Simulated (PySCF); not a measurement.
**CdTe: from the state search to spectroscopic constants**

One job finds the state of CdTe, follows it along the bond with each method and fits the curves.

Computed with PySCF 2.14.0. Level: Cd def2-SVP with ECP28, Te def2-SVP with ECP28, scalar-relativistic core potentials.

### Step 1. The job

Settings of the job:

```yaml
atoms: Cd, Te
charge: 0
basis: Cd def2-SVP with ECP28, Te def2-SVP with ECP28
Hamiltonian: scalar-relativistic core potentials
basis_functions: 57
electrons_treated: 44
masses_in_u: 113.9034, 129.9062
levels: PBE0, PBE, r²SCAN, r²SCANh, TPSS, M06, ωB97X, HF, MP2, SCS-MP2
grid: 80 radial by 434 angular points
occupations: held fixed by the projection of orbital angular momentum
dissociation_limit: Cd + Te, each in its ground configuration
starting_distance_in_angstrom: 2.720
values_of_2S_to_try: 0, 2
```

Started as:

```console
$ OMP_NUM_THREADS=1 python dia.py task.json out
```

After this run come: PBE0 along the bond; Excited determinants; PBE (GGA); r²SCAN (meta-GGA); r²SCANh; TPSS (meta-GGA); M06 (hybrid meta-GGA); ωB97X (range-separated hybrid); UHF (mean field).

**Question.** What will these runs give? Wanted: for each run, Re; ωe; De; μ.

As calculated:

Lowest PBE0 solution found, without spin–orbit coupling: ³Π (triplet), unpaired electrons σ ↑, π ↑. State 2 has its PBE0 minimum 0.06 eV higher. State 3 has its PBE0 minimum 0.14 eV higher, as a spin-mixed determinant (⟨S²⟩ = 1.01), so this is no gap between pure states. The other levels ran on the lowest alone.

```
      level  Re (Å)  ωe (cm⁻¹)  De (eV)  μ (D)
        UHF   2.828      138.7    0.249  -2.69
    UHF-MP2   2.772      145.4    0.368    n/a
UHF-SCS-MP2   2.798      137.8    0.254    n/a
        PBE   2.843      126.2     0.66  -1.50
       TPSS   2.826      131.1     0.69  -1.76
     r²SCAN   2.790      141.2     0.73  -1.73
    r²SCANh   2.784      143.1     0.71  -1.82
       PBE0   2.805      136.6     0.65  -1.85
        M06   2.927      102.2    0.497  -1.37
      ωB97X   2.825      125.8     0.54  -1.82
```

De is counted to Cd + Te in their ground configurations. A positive dipole means Cd(−)Te(+).

What this shows: Bond lengths run from 2.772 Å (UHF-MP2) to 2.927 Å (M06). Among the levels with a De in the table, it runs from 0.249 eV (UHF) to 0.73 eV (r²SCAN).

Correlated steps freeze 4 core orbitals. Spin–orbit coupling is left out, which matters for elements this heavy, above all for dissociation energies. With spin–orbit coupling the term label itself may not hold.
